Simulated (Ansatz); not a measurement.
# Hf3N: the cost of one run

Computed with Ansatz 0.2.0 (DFT PBEsol, scalar-relativistic, plane waves, PAW, unless a step's input says otherwise).

### 1 The structure to begin with

Symmetry: P-3m1, No. 164, trigonal system. The conventional cell has a = 3.066 Å, b = 3.066 Å, c = 7.609 Å, α = 90.00°, β = 90.00°, γ = 120.00°. Around Hf (site symmetry -3m) lie 12 Hf at 3.05 to 3.07 Å. Hf (site symmetry 3m) has 3 N at 2.21 Å as nearest neighbours. Around N (site symmetry -3m) lie 6 Hf at 2.21 Å.

Structure file:

```cif
data_structure
_symmetry_space_group_name_H-M 'P 1'
_symmetry_Int_Tables_number 1
_cell_length_a 3.0665
_cell_length_b 3.0665
_cell_length_c 7.6091
_cell_angle_alpha 90.000
_cell_angle_beta 90.000
_cell_angle_gamma 120.000
_cell_volume 61.96
loop_
_atom_site_label
_atom_site_type_symbol
_atom_site_fract_x
_atom_site_fract_y
_atom_site_fract_z
_atom_site_occupancy
Hf1 Hf 0.00000 0.00000 0.50000 1
Hf2 Hf 0.33333 0.66667 0.17393 1
Hf3 Hf 0.66667 0.33333 0.82607 1
N1 N 0.00000 0.00000 0.00000 1
```

It was made, by the change told below, from a structure of the Materials Project.

### 2 Substitution of an element, cell strained: Ta → Hf, first probe

The structure above already holds this change against its source: Hf takes all sites of Ta, and lengths are scaled by 1.015 as a first guess of the size; strain xx, yy, zz, yz, xz, xy = -0.4, -0.4, -0.4, +0.0, +0.0, +0.0 %.

Input file input.yaml:

```yaml
crystal:
  lattice:
    - [3.066477681, 0.0, 0.0]
    - [-1.5332388406, 2.6556475719, 0.0]
    - [0.0, 0.0, 7.6091338475]
  atoms:
    - { symbol: Hf, position: [0.0, 0.0, 0.5] }
    - { symbol: Hf, position: [0.33333333, 0.66666667, 0.17393] }
    - { symbol: Hf, position: [0.66666667, 0.33333333, 0.82607] }
    - { symbol: "N", position: [0.0, 0.0, 0.0] }
basis:
  ecutwfc: 420
kpoints:
  mp_grid: { grid: [6, 6, 4] }
hamiltonian:
  xc: pbesol
scf:
  occupations: { method: gaussian, width: 0.1 }
output:
  forces: true
  stress: true
  eigenvalues: true
```

Launch:

```
$ ansatz run input.yaml --threads 1 --pin off --max-ram 1331MiB --backend cpu --events-out ev --progress --plain --runs-dir out
```

What time and memory should one allow on 1 thread of an x86-64 CPU, shared host?

About 8.6 s, with a peak of 0.39 GiB.
